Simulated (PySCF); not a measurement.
# A gas-phase reaction: BH3 + H2O → BH3O + H2

Aim: the reaction energy of `B` + `O` → `BO` + `[H][H]`.

Computed with PySCF 2.14.0; each step states its level. No surroundings beyond the atoms listed, unless a continuum is named. Atoms count from 0, parts from 1.

## Step 1: Starting point

Each species was relaxed by itself at PBE0-D3(BJ)/def2-SVPD.

## Step 2: Energies of the species: wB97M-D3(BJ)/def2-TZVPD

What the job is given:

```
{"job": {"kind": "react", "xc": "wB97M-D3(BJ)", "basis": "def2-TZVPD"}, "charge": 0, "multiplicity": 1}
-1 BH3 charge 0 multiplicity 1
B      0.002540     0.000360    -0.000670
H     -0.894910    -0.802140    -0.018330
H     -0.243680     1.178960     0.001160
H      1.146230    -0.375760     0.015300

-1 H2O charge 0 multiplicity 1
O      0.000640     0.389330    -0.007130
H     -0.763210    -0.193450     0.001620
H      0.762580    -0.195850     0.005490

+1 BH3O charge 0 multiplicity 1
B      0.089450    -0.342680     0.235940
O      0.201140     0.490270    -0.818650
H      0.794950    -1.320190     0.239410
H     -0.691700    -0.099160     1.128250
H     -0.380450     1.254460    -0.776410

+1 H2 charge 0 multiplicity 1
H      0.379830    -0.003590    -0.018560
H     -0.379830     0.003590     0.018560
```

With the program's defaults for keys left out, this is: wB97M-D3(BJ)/def2-TZVPD reaction energy of separated species, gas phase.

On the command line:

```bash
$ OMP_NUM_THREADS=1 python cluster_run.py task.json out
```

The driver reads the jobs from task.json and runs them one after another.

The log of the run:

```text
species 1 (BH3)
coarse grid: 12600 points
cycle   1  E = -26.6116507994  dE = -2.473e-01  |g| = 9.645e-02  |ddm| = 1.124e+00
cycle   2  E = -26.6159583867  dE = -4.308e-03  |g| = 2.771e-02  |ddm| = 1.105e-01
cycle   3  E = -26.6162842028  dE = -3.258e-04  |g| = 8.167e-03  |ddm| = 3.407e-02
cycle   4  E = -26.6163184175  dE = -3.421e-05  |g| = 8.492e-04  |ddm| = 1.283e-02
cycle   5  E = -26.6163190156  dE = -5.981e-07  |g| = 1.190e-04  |ddm| = 1.678e-03
final grid: 27328 points
cycle   6  E = -26.6163025383  dE = -1.708e-08  |g| = 4.165e-05  |ddm| = 8.949e-04
cycle   7  E = -26.6163025395  dE = -1.224e-09  |g| = 1.185e-05  |ddm| = 1.423e-04
cycle   8  E = -26.6163025396  dE = -1.282e-10  |g| = 3.361e-06  |ddm| = 3.146e-05
converged SCF energy = -26.6163025396

species 2 (H2O)
coarse grid: 10128 points
cycle   1  E = -76.4117500856  dE = -7.453e-02  |g| = 5.872e-01  |ddm| = 8.994e-01
cycle   2  E = -76.4087432427  dE =  3.007e-03  |g| = 6.461e-01  |ddm| = 5.038e-01
cycle   3  E = -76.4759335384  dE = -6.719e-02  |g| = 2.731e-02  |ddm| = 2.374e-01
cycle   4  E = -76.4760587407  dE = -1.252e-04  |g| = 5.497e-03  |ddm| = 1.609e-02
cycle   5  E = -76.4760674175  dE = -8.677e-06  |g| = 8.214e-04  |ddm| = 5.831e-03
final grid: 21952 points
cycle   6  E = -76.4760630106  dE = -1.975e-07  |g| = 5.843e-04  |ddm| = 1.373e-03
cycle   7  E = -76.4760630175  dE = -6.842e-09  |g| = 6.465e-04  |ddm| = 6.469e-04
cycle   8  E = -76.4760630811  dE = -6.362e-08  |g| = 3.199e-05  |ddm| = 2.235e-04
cycle   9  E = -76.4760630819  dE = -8.229e-10  |g| = 4.134e-06  |ddm| = 1.105e-04
converged SCF energy = -76.4760630819

species 3 (BH3O)
coarse grid: 17776 points
cycle   1  E = -101.9061671816  dE =  5.470e-02  |g| = 5.799e-01  |ddm| = 1.415e+00
cycle   2  E = -101.8955147264  dE =  1.065e-02  |g| = 6.810e-01  |ddm| = 6.908e-01
cycle   3  E = -101.9710578800  dE = -7.554e-02  |g| = 3.001e-02  |ddm| = 3.468e-01
cycle   4  E = -101.9713498673  dE = -2.920e-04  |g| = 9.035e-03  |ddm| = 3.896e-02
cycle   5  E = -101.9713793591  dE = -2.949e-05  |g| = 1.459e-03  |ddm| = 1.366e-02
cycle   6  E = -101.9713806680  dE = -1.309e-06  |g| = 3.635e-04  |ddm| = 2.744e-03
final grid: 38536 points
cycle   7  E = -101.9713746837  dE = -7.743e-08  |g| = 1.351e-04  |ddm| = 1.873e-03
cycle   8  E = -101.9713746933  dE = -9.599e-09  |g| = 9.763e-05  |ddm| = 3.482e-04
cycle   9  E = -101.9713746953  dE = -2.008e-09  |g| = 3.202e-05  |ddm| = 8.484e-05
cycle  10  E = -101.9713746959  dE = -5.726e-10  |g| = 1.823e-05  |ddm| = 5.356e-05
converged SCF energy = -101.9713746959

species 4 (H2)
coarse grid: 4944 points
cycle   1  E = -1.1694183472  dE = -2.751e-01  |g| = 9.863e-03  |ddm| = 4.504e-01
cycle   2  E = -1.1694525864  dE = -3.424e-05  |g| = 1.161e-03  |ddm| = 9.676e-03
cycle   3  E = -1.1694532686  dE = -6.822e-07  |g| = 1.815e-04  |ddm| = 1.918e-03
final grid: 10744 points
cycle   4  E = -1.1694521075  dE = -2.401e-08  |g| = 4.110e-05  |ddm| = 3.866e-04
cycle   5  E = -1.1694521088  dE = -1.267e-09  |g| = 9.617e-06  |ddm| = 9.164e-05
cycle   6  E = -1.1694521088  dE = -7.509e-11  |g| = 3.020e-07  |ddm| = 2.869e-05
converged SCF energy = -1.1694521088

Reaction energy = -30.695 kcal/mol
```

Run time: 6.7 s. Hardware: 1 thread of Arm Neoverse N1, shared host; peak memory 0.38 GiB.

Species by species (with the dispersion term, which the log's SCF energies lack):

```
 ν  species  energy (Eh)  HOMO (eV)
-1        B    -26.61783     -12.37
-1        O    -76.47682     -11.72
+1       BO   -101.97390     -11.31
+1   [H][H]     -1.16967     -14.48
```

## Step 3: Reaction energy: PBE0-D3(BJ)/def2-TZVPD

Settings changed since step 2:

```diff
@@ -1,2 +1,2 @@
-{"job": {"kind": "react", "xc": "wB97M-D3(BJ)", "basis": "def2-TZVPD"}, "charge": 0, "multiplicity": 1}
+{"job": {"kind": "react", "xc": "PBE0", "basis": "def2-TZVPD", "disp": "d3bj"}, "charge": 0, "multiplicity": 1}
 -1 BH3 charge 0 multiplicity 1
```

Method: PBE0-D3(BJ)/def2-TZVPD reaction energy of separated species, gas phase.

The log of the run:

```text
species 1 (BH3)
coarse grid: 2952 points
cycle   1  E = -26.5640276874  dE = -2.475e-01  |g| = 8.205e-02  |ddm| = 1.101e+00
cycle   2  E = -26.5663890043  dE = -2.361e-03  |g| = 2.617e-02  |ddm| = 1.219e-01
cycle   3  E = -26.5666111431  dE = -2.221e-04  |g| = 1.029e-02  |ddm| = 3.106e-02
cycle   4  E = -26.5666463420  dE = -3.520e-05  |g| = 4.268e-04  |ddm| = 8.931e-03
cycle   5  E = -26.5666464102  dE = -6.813e-08  |g| = 1.353e-05  |ddm| = 6.939e-04
final grid: 27328 points
cycle   6  E = -26.5657313619  dE = -1.015e-05  |g| = 2.066e-03  |ddm| = 1.703e-02
cycle   7  E = -26.5657321018  dE = -7.399e-07  |g| = 1.284e-03  |ddm| = 2.566e-03
cycle   8  E = -26.5657326374  dE = -5.356e-07  |g| = 3.409e-05  |ddm| = 1.114e-03
cycle   9  E = -26.5657326379  dE = -4.443e-10  |g| = 3.478e-06  |ddm| = 3.796e-05
converged SCF energy = -26.5657326379

species 2 (H2O)
coarse grid: 2328 points
cycle   1  E = -76.3044317059  dE = -5.296e-03  |g| = 6.571e-01  |ddm| = 9.011e-01
cycle   2  E = -76.1882132374  dE =  1.162e-01  |g| = 1.036e+00  |ddm| = 7.256e-01
cycle   3  E = -76.3820315751  dE = -1.938e-01  |g| = 3.132e-02  |ddm| = 4.396e-01
cycle   4  E = -76.3822138764  dE = -1.823e-04  |g| = 5.864e-03  |ddm| = 1.606e-02
cycle   5  E = -76.3822190152  dE = -5.139e-06  |g| = 7.850e-04  |ddm| = 2.507e-03
final grid: 21952 points
cycle   6  E = -76.3808944422  dE = -1.510e-05  |g| = 3.447e-03  |ddm| = 9.317e-03
cycle   7  E = -76.3808924775  dE =  1.965e-06  |g| = 4.751e-03  |ddm| = 3.320e-03
cycle   8  E = -76.3808961919  dE = -3.714e-06  |g| = 2.518e-04  |ddm| = 1.964e-03
cycle   9  E = -76.3808962025  dE = -1.062e-08  |g| = 2.399e-05  |ddm| = 1.101e-04
cycle  10  E = -76.3808962027  dE = -1.116e-10  |g| = 3.292e-06  |ddm| = 1.516e-05
converged SCF energy = -76.3808962027

species 3 (BH3O)
coarse grid: 4032 points
cycle   1  E = -101.7631003456  dE =  4.444e-02  |g| = 6.016e-01  |ddm| = 1.455e+00
cycle   2  E = -101.6449663537  dE =  1.181e-01  |g| = 1.004e+00  |ddm| = 9.507e-01
cycle   3  E = -101.8274751430  dE = -1.825e-01  |g| = 6.037e-02  |ddm| = 6.173e-01
cycle   4  E = -101.8283058099  dE = -8.307e-04  |g| = 1.573e-02  |ddm| = 5.174e-02
cycle   5  E = -101.8283679006  dE = -6.209e-05  |g| = 2.303e-03  |ddm| = 1.334e-02
cycle   6  E = -101.8283691355  dE = -1.235e-06  |g| = 3.109e-04  |ddm| = 2.042e-03
final grid: 38536 points
cycle   7  E = -101.8272656422  dE = -2.838e-05  |g| = 4.378e-03  |ddm| = 4.496e-02
cycle   8  E = -101.8272618776  dE =  3.765e-06  |g| = 6.431e-03  |ddm| = 5.245e-03
cycle   9  E = -101.8272691668  dE = -7.289e-06  |g| = 6.106e-04  |ddm| = 3.404e-03
cycle  10  E = -101.8272692444  dE = -7.758e-08  |g| = 1.032e-04  |ddm| = 5.336e-04
cycle  11  E = -101.8272692471  dE = -2.643e-09  |g| = 1.184e-05  |ddm| = 8.698e-05
cycle  12  E = -101.8272692471  dE = -2.638e-11  |g| = 1.733e-06  |ddm| = 9.904e-06
converged SCF energy = -101.8272692471

species 4 (H2)
coarse grid: 1240 points
cycle   1  E = -1.1670634296  dE = -2.327e-01  |g| = 2.266e-02  |ddm| = 4.588e-01
cycle   2  E = -1.1672508843  dE = -1.875e-04  |g| = 3.233e-03  |ddm| = 1.897e-02
cycle   3  E = -1.1672553407  dE = -4.456e-06  |g| = 9.768e-05  |ddm| = 2.761e-03
final grid: 10744 points
cycle   4  E = -1.1681371769  dE = -1.922e-06  |g| = 2.733e-04  |ddm| = 1.563e-03
cycle   5  E = -1.1681372050  dE = -2.818e-08  |g| = 3.984e-05  |ddm| = 2.444e-04
cycle   6  E = -1.1681372057  dE = -6.296e-10  |g| = 1.250e-06  |ddm| = 3.095e-05
converged SCF energy = -1.1681372057

Reaction energy = -30.798 kcal/mol
```

Run time: 3.2 s. Hardware: 1 thread of Arm Neoverse N1, shared host; peak memory 0.38 GiB.

Reaction energy at this level: -30.80 kcal/mol.

## Step 4: Energies of the species: MP2/def2-TZVPD

Settings changed since step 3:

```diff
@@ -1,2 +1,2 @@
-{"job": {"kind": "react", "xc": "PBE0", "basis": "def2-TZVPD", "disp": "d3bj"}, "charge": 0, "multiplicity": 1}
+{"job": {"kind": "react", "xc": "MP2", "basis": "def2-TZVPD"}, "charge": 0, "multiplicity": 1}
 -1 BH3 charge 0 multiplicity 1
```

With the program's defaults for keys left out, this is: MP2/def2-TZVPD reaction energy of separated species, gas phase.

The log of the run:

```text
species 1 (BH3)
final grid: 27328 points
cycle   1  E = -26.3831126659  dE = -2.855e-01  |g| = 1.870e-01  |ddm| = 1.064e+00
cycle   2  E = -26.3988401519  dE = -1.573e-02  |g| = 4.655e-02  |ddm| = 1.825e-01
cycle   3  E = -26.3998303911  dE = -9.902e-04  |g| = 9.620e-03  |ddm| = 5.934e-02
cycle   4  E = -26.3998836431  dE = -5.325e-05  |g| = 8.084e-04  |ddm| = 1.456e-02
cycle   5  E = -26.3998840896  dE = -4.464e-07  |g| = 1.287e-04  |ddm| = 2.358e-03
cycle   6  E = -26.3998841019  dE = -1.237e-08  |g| = 1.893e-05  |ddm| = 2.622e-04
cycle   7  E = -26.3998841022  dE = -2.998e-10  |g| = 1.494e-06  |ddm| = 5.637e-05
converged SCF energy = -26.3998841022

species 2 (H2O)
final grid: 21952 points
cycle   1  E = -76.0248950605  dE = -1.467e-01  |g| = 4.364e-01  |ddm| = 8.776e-01
cycle   2  E = -76.0503810753  dE = -2.549e-02  |g| = 2.594e-01  |ddm| = 2.972e-01
cycle   3  E = -76.0608899799  dE = -1.051e-02  |g| = 2.594e-02  |ddm| = 1.025e-01
cycle   4  E = -76.0610473369  dE = -1.574e-04  |g| = 5.694e-03  |ddm| = 1.523e-02
cycle   5  E = -76.0610617040  dE = -1.437e-05  |g| = 1.176e-03  |ddm| = 5.302e-03
cycle   6  E = -76.0610625937  dE = -8.897e-07  |g| = 2.235e-04  |ddm| = 1.658e-03
cycle   7  E = -76.0610626304  dE = -3.670e-08  |g| = 3.304e-05  |ddm| = 3.733e-04
cycle   8  E = -76.0610626310  dE = -6.654e-10  |g| = 4.159e-06  |ddm| = 3.886e-05
converged SCF energy = -76.0610626310

species 3 (BH3O)
final grid: 38536 points
cycle   1  E = -101.3222768582  dE =  2.529e-02  |g| = 4.631e-01  |ddm| = 1.356e+00
cycle   2  E = -101.3585048126  dE = -3.623e-02  |g| = 2.740e-01  |ddm| = 3.957e-01
cycle   3  E = -101.3709388084  dE = -1.243e-02  |g| = 4.212e-02  |ddm| = 1.498e-01
cycle   4  E = -101.3714810186  dE = -5.422e-04  |g| = 6.839e-03  |ddm| = 4.582e-02
cycle   5  E = -101.3715018489  dE = -2.083e-05  |g| = 1.225e-03  |ddm| = 1.179e-02
cycle   6  E = -101.3715027602  dE = -9.113e-07  |g| = 2.965e-04  |ddm| = 2.490e-03
cycle   7  E = -101.3715028070  dE = -4.680e-08  |g| = 7.211e-05  |ddm| = 5.752e-04
cycle   8  E = -101.3715028100  dE = -3.033e-09  |g| = 1.800e-05  |ddm| = 1.474e-04
cycle   9  E = -101.3715028102  dE = -2.344e-10  |g| = 4.158e-06  |ddm| = 3.917e-05
converged SCF energy = -101.3715028102

species 4 (H2)
final grid: 10744 points
cycle   1  E = -1.1312981601  dE = -3.213e-01  |g| = 4.426e-02  |ddm| = 4.479e-01
cycle   2  E = -1.1322329487  dE = -9.348e-04  |g| = 7.183e-03  |ddm| = 3.751e-02
cycle   3  E = -1.1322676489  dE = -3.470e-05  |g| = 8.111e-04  |ddm| = 1.078e-02
cycle   4  E = -1.1322680638  dE = -4.150e-07  |g| = 2.771e-05  |ddm| = 1.627e-03
cycle   5  E = -1.1322680643  dE = -4.855e-10  |g| = 2.610e-06  |ddm| = 6.834e-05
converged SCF energy = -1.1322680643

Reaction energy = -31.868 kcal/mol
```

Wall time 1.2 s (1 thread of Arm Neoverse N1, shared host); peak memory 0.39 GiB.

Reaction energy at this level: -31.87 kcal/mol.

## Step 5: Side by side

Energies in kcal/mol, with wall time:

```
                    run  reaction   time
wB97M-D3(BJ)/def2-TZVPD    -30.69  6.7 s
 PBE0-D3(BJ)/def2-TZVPD    -30.80  3.2 s
         MP2/def2-TZVPD    -31.87  1.2 s
```

## Step 6: What came out

| quantity | value |
| --- | --- |
| reaction energy (wB97M-D3(BJ)/def2-TZVPD) | -30.69 kcal/mol |
| ΔH, ΔG at 298 K (xTB thermal terms) | -33.0, -32.0 kcal/mol |
| range of the reaction energy over the runs of this table | -31.87 to -30.69 kcal/mol |

The reaction is exothermic by 33.0 kcal/mol in the gas phase; dispersion gives -0.28, and xTB itself gave -22.23 for the electronic energy (xTB energies and thermal terms come from the earlier relaxation of each species, not shown). No barrier was sought. The reaction energy runs from -31.87 (MP2/def2-TZVPD) to -30.69 kcal/mol (wB97M-D3(BJ)/def2-TZVPD).
